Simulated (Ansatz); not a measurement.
**CH4MoO2S: small, medium and large basis sets**

An exercise on one series of results from a longer session: the logs are not shown, and one member is left open.

Computed with Ansatz 0.2.0, Gaussian basis. Level: one geometry, several basis sets.

Levels to be run: PBE0-D4/def2-SVP; ωB97M-V/def2-SVP; PBE0-D4/def2-QZVPP; ωB97M-V/def2-QZVPP; the functionals' def2-TZVPP values are taken from earlier runs.

## Structure used throughout

An earlier PBE0-D4 in a triple-zeta def2 set relaxation fixed the geometry. Mo takes the def2 core potential; no spin-orbit term is included.

SMILES `[CH3][Mo](=[O])([OH])=[S]`, 9 atoms, charge 0, spin multiplicity 1.

Atoms are counted from 1 here; the program's logs count them from 0.

Bond lengths: C1–Mo2 2.094 Å, C1–H6 1.095 Å, C1–H7 1.091 Å, C1–H8 1.092 Å, Mo2–O3 1.669 Å, Mo2–O4 1.861 Å, Mo2–S5 2.108 Å, O4–H9 0.961 Å. Angles: Mo2–C1–H6 107.2°, Mo2–C1–H7 110.7°, Mo2–C1–H8 109.7°, H6–C1–H7 109.4°, H6–C1–H8 110.3°, H7–C1–H8 109.5°, C1–Mo2–O3 104.6°, C1–Mo2–O4 108.6°, C1–Mo2–S5 105.0°, O3–Mo2–O4 112.9°, O3–Mo2–S5 110.9°, O4–Mo2–S5 114.1°, Mo2–O4–H9 124.4°.

The first run:

Contents of in.yaml:

```yaml
crystal:
  periodic: [false, false, false]
  atoms:
    - {symbol: C, position_ang: [-0.277398, -0.693767, -1.125895]}
    - {symbol: Mo, position_ang: [0.553615, 0.300382, 0.518899]}
    - {symbol: O, position_ang: [1.952230, -0.544197, 0.858326]}
    - {symbol: O, position_ang: [-0.673821, 0.260940, 1.916513]}
    - {symbol: S, position_ang: [0.996190, 2.238385, -0.183262]}
    - {symbol: H, position_ang: [-0.519127, -1.710951, -0.801221]}
    - {symbol: H, position_ang: [0.436047, -0.736752, -1.950269]}
    - {symbol: H, position_ang: [-1.181613, -0.175413, -1.452016]}
    - {symbol: H, position_ang: [-1.197625, 1.015073, 2.201623]}
basis:
  gaussian: {orbitals: def2-SVP}
hamiltonian: {xc: pbe0, dispersion: d4}
output: {orbitals: {seedname: orbitals}}
```

Steps of the session up to this table: PBE0-D4 in def2-SVP; ωB97M-V in def2-SVP; PBE0-D4 in def2-QZVPP; ωB97M-V in def2-QZVPP.

One table of the session follows, with a row left open; its other results are not shown here.

It belongs to the step «Functionals by basis». 

| functional | basis | HOMO (eV) | LUMO (eV) |
| --- | --- | --- | --- |
| PBE0-D4 | def2-SVP | ? | ? |
| PBE0-D4 | def2-TZVPP | -7.72 | -2.88 |
| PBE0-D4 | def2-QZVPP | -7.74 | -2.90 |
| ωB97M-V | def2-SVP | -9.81 | -0.74 |
| ωB97M-V | def2-TZVPP | -9.84 | -0.82 |
| ωB97M-V | def2-QZVPP | -9.86 | -0.86 |

**Question.** Estimate the row for PBE0-D4, def2-SVP.

The run gave: HOMO (eV): -7.72; LUMO (eV): -2.84.
